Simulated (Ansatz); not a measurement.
# Zr4Si3B: the cost of one run

Method: DFT PBE, scalar-relativistic, plane waves, PAW, in Ansatz 0.2.0.

## 1. The starting structure

The cell holds 16 atoms (B2Si6Zr8): a = 6.617 Å, b = 6.592 Å, c = 6.613 Å, α = 91.69°, β = 94.88°, γ = 88.05°.

8 Zr, 6 Si, 2 B were thrown into a skewed cell at random, at 0.96 times a reference volume of the solid, and pushed apart as soft spheres.

Structure file:

```cif
data_structure
_symmetry_space_group_name_H-M 'P 1'
_symmetry_Int_Tables_number 1
_cell_length_a 6.6166
_cell_length_b 6.5921
_cell_length_c 6.6126
_cell_angle_alpha 91.686
_cell_angle_beta 94.885
_cell_angle_gamma 88.052
_cell_volume 287.11
loop_
_atom_site_label
_atom_site_type_symbol
_atom_site_fract_x
_atom_site_fract_y
_atom_site_fract_z
_atom_site_occupancy
Zr1 Zr 0.23060 0.58837 0.77502 1
Zr2 Zr 0.87383 0.87644 0.47931 1
Zr3 Zr 0.51517 0.19933 0.42430 1
Zr4 Zr 0.49644 0.20846 0.94614 1
Zr5 Zr 0.69722 0.55421 0.18951 1
Zr6 Zr 0.88471 0.90890 0.96278 1
Zr7 Zr 0.75852 0.50295 0.72389 1
Zr8 Zr 0.04875 0.29852 0.42310 1
Si1 Si 0.26905 0.55985 0.20477 1
Si2 Si 0.04807 0.29861 0.99595 1
Si3 Si 0.19914 0.01287 0.71888 1
Si4 Si 0.51907 0.86604 0.68520 1
Si5 Si 0.29375 0.83532 0.42033 1
Si6 Si 0.37781 0.84543 0.10490 1
B1 B 0.44951 0.58505 0.47028 1
B2 B 0.20083 0.08174 0.13846 1
```

## 2. Stage at 2890 K

The cutoff is lowered while the worst contacts of the packing are taken out. One k point, a Fermi-Dirac width of 0.249 eV and a fixed cell.

input.yaml

```yaml
crystal:
  lattice:
    - [6.609711, 0.110313, -0.281118]
    - [0.110313, 6.590489, -0.094821]
    - [-0.281118, -0.094821, 6.605964]
  atoms:
    - { symbol: Zr, position: [0.2305996791, 0.5883650937, 0.7750196114] }
    - { symbol: Zr, position: [0.8738264848, 0.8764375925, 0.4793085263] }
    - { symbol: Zr, position: [0.5151694189, 0.1993348793, 0.4242982172] }
    - { symbol: Zr, position: [0.4964425808, 0.2084624025, 0.9461413255] }
    - { symbol: Zr, position: [0.6972195807, 0.5542076706, 0.1895062789] }
    - { symbol: Zr, position: [0.8847112677, 0.9089018685, 0.9627759741] }
    - { symbol: Zr, position: [0.7585234793, 0.5029483721, 0.7238871654] }
    - { symbol: Zr, position: [0.0487478425, 0.2985230132, 0.4230995548] }
    - { symbol: Si, position: [0.2690541577, 0.5598501608, 0.2047716268] }
    - { symbol: Si, position: [0.0480712747, 0.2986071012, 0.995952637] }
    - { symbol: Si, position: [0.1991370436, 0.0128665794, 0.7188785537] }
    - { symbol: Si, position: [0.5190661263, 0.8660438008, 0.685200359] }
    - { symbol: Si, position: [0.2937544482, 0.8353165132, 0.4203282149] }
    - { symbol: Si, position: [0.3778110907, 0.8454320677, 0.1048957403] }
    - { symbol: B, position: [0.4495072088, 0.5850534702, 0.4702757197] }
    - { symbol: B, position: [0.2008314555, 0.0817415718, 0.1384647449] }
  symmetry: { detect: false }
basis:
  ecutwfc: 320
  xc_grid: 1
kpoints:
  mp_grid: { grid: [1, 1, 1], shift: [0.25, 0.25, 0.25] }
hamiltonian:
  xc: pbe
scf:
  occupations: { method: fermi_dirac, width: 0.249 }
  lower_state_search: "off"
  convergence: { dr2_threshold: 1.0e-05 }
output:
  forces: true
  stress: true
md:
  timestep: 1.5
  n_steps: 24
  ensemble: nvt_langevin
  friction: 0.03
  temperature: 2890.0
  initial_velocities: maxwell_boltzmann
  seed: 59093
```

Started as:

```bash
$ ansatz run input.yaml --threads 2 --pin off --max-ram 5120MiB --backend cpu --events-out ev --progress --plain --runs-dir out
```

**Question.** How long does this run take on 2 threads of Arm Neoverse V1, shared host, and how much memory does it need?

About 25 s, with a peak of 0.39 GiB.
